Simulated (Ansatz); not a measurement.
Crystal: Ta3AsAu2O13.

```xyz
19
Lattice="5.8867 0.0000 0.0000 2.1999 5.9141 0.0000 1.8511 1.7387 7.5612" Properties=species:S:1:pos:R:3 pbc="T T T"
Ta    3.5277    1.3160    4.4372
Ta    8.4178    4.9827    5.7729
Ta    1.3628    1.9465    1.4293
As    2.4231    5.3064    0.2074
Au    3.4839    4.6592    2.8842
Au    6.1205    3.7050    4.3004
O     2.5978    3.8074    1.2502
O     5.5381    0.8840    0.8829
O     5.2555    7.1547    6.3269
O     8.6768    6.4960    6.9563
O     6.8740    5.5793    4.1349
O     3.0284    3.4459    4.4876
O     3.9928    5.7779    1.3008
O     5.2710    1.9508    4.6573
O     3.4494    3.9716    7.1031
O     2.8087    1.6387    2.7018
O     3.9884    5.7860    4.4874
O     6.7104    4.2028    6.1533
O     6.0937    3.0477    2.3580
```

The cell was built by a generator and needn't be a form met in nature.

Base run:

```yaml
Program: Ansatz 0.2.0
Functional: PBE
Potentials_or_basis: Ansatz PAW
Cutoff: 420 eV
Density_cutoff: 1680 eV
k_mesh: 5 × 5 × 4
Occupations: fermi-dirac, width 0.05 eV
Spin: no spin polarisation
Hubbard_terms: Au d U = 2 eV, Ta d U = 2 eV
```

Its results: band gap on the k mesh 1.71 eV, indirect (least direct gap 1.74 eV); pressure 0.8 GPa; largest force 0.129 eV/Å.

Problem. The run is repeated on the same cell with these changes: hubbard terms from Au d U = 2 eV, Ta d U = 2 eV to Au d U = 6 eV, Ta d U = 6 eV. What comes out?

Solution. Band gap on the k mesh 1.76 eV, indirect (least direct gap 1.79 eV); pressure 2.6 GPa; largest force 0.427 eV/Å.

Caveats: odd divisions of the mesh miss points on the zone boundary, where band edges often lie, so the gap on the mesh can be too wide; spin-orbit coupling is left out, which moves the levels of the heavy elements; the density of states is complete only up to the lowest level of the last band computed.

A k mesh can miss the band edges.

Not every run made on this cell is shown here.
